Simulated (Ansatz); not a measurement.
# In2GeO2: the cost of one run

Program: Ansatz 0.2.0. Level of theory: DFT PBE, scalar-relativistic, plane waves, PAW. These are calculated values, not measurements.

### 1 Starting point

Symmetry: I4/mmm, No. 139, tetragonal system. Conventional cell: a = 4.225 Å, b = 4.225 Å, c = 9.962 Å, α = 90.00°, β = 90.00°, γ = 90.00°. In (site symmetry 4mm) has 4 O at 2.45 Å and 1 In at 2.49 Å in its first shell of neighbours. Ge (site symmetry 4/mmm) has 8 In at 3.24 Å and 8 O at 3.27 Å in its first shell of neighbours. O (site symmetry -4m2) is surrounded by 4 In at 2.45 Å and 4 Ge at 3.27 Å.

As a file:

```cif
data_structure
_symmetry_space_group_name_H-M 'I4/mmm'
_symmetry_Int_Tables_number 139
_cell_length_a 4.2246
_cell_length_b 4.2246
_cell_length_c 9.9624
_cell_angle_alpha 90.000
_cell_angle_beta 90.000
_cell_angle_gamma 90.000
_cell_volume 177.80
loop_
_atom_site_label
_atom_site_type_symbol
_atom_site_symmetry_multiplicity
_atom_site_Wyckoff_symbol
_atom_site_fract_x
_atom_site_fract_y
_atom_site_fract_z
_atom_site_occupancy
In1 In 4 e 0.00000 0.00000 0.37500 1
Ge1 Ge 2 a 0.00000 0.00000 0.00000 1
O1 O 4 d 0.00000 0.50000 0.25000 1
```

Recipe of the guess: species swapped into a database cell of LaSi2Ru2 (I4/mmm, No. 139), with Ge on the La sites, In on the Si sites and O on the Ru sites. Its size is a rough estimate.

### 2 A first look at the guess

File input.yaml:

```yaml
crystal:
  lattice:
    - [-2.1123033, 2.1123033, 4.98120285]
    - [2.1123033, -2.1123033, 4.98120285]
    - [2.1123033, 2.1123033, -4.98120285]
  atoms:
    - { symbol: In, position: [0.375, 0.375, 0.0] }
    - { symbol: In, position: [0.625, 0.625, 0.0] }
    - { symbol: Ge, position: [0.0, 0.0, 0.0] }
    - { symbol: O, position: [0.75, 0.25, 0.5] }
    - { symbol: O, position: [0.25, 0.75, 0.5] }
basis:
  ecutwfc: 420
kpoints:
  mp_grid: { grid: [6, 6, 6] }
hamiltonian:
  xc: pbe
scf:
  occupations: { method: gaussian, width: 0.1 }
  lower_state_search: "off"
output:
  forces: true
  stress: true
  eigenvalues: true
```

The run is started by

```console
ansatz run input.yaml --threads 1 --pin off --max-ram 2560MiB --backend cpu --events-out ev --progress --plain --runs-dir out
```

Q: Estimate wall time and peak memory on 1 thread of Intel Xeon at 2.50GHz (Skylake/Cascade Lake), shared host.

About 13 s, with a peak of 0.43 GiB.
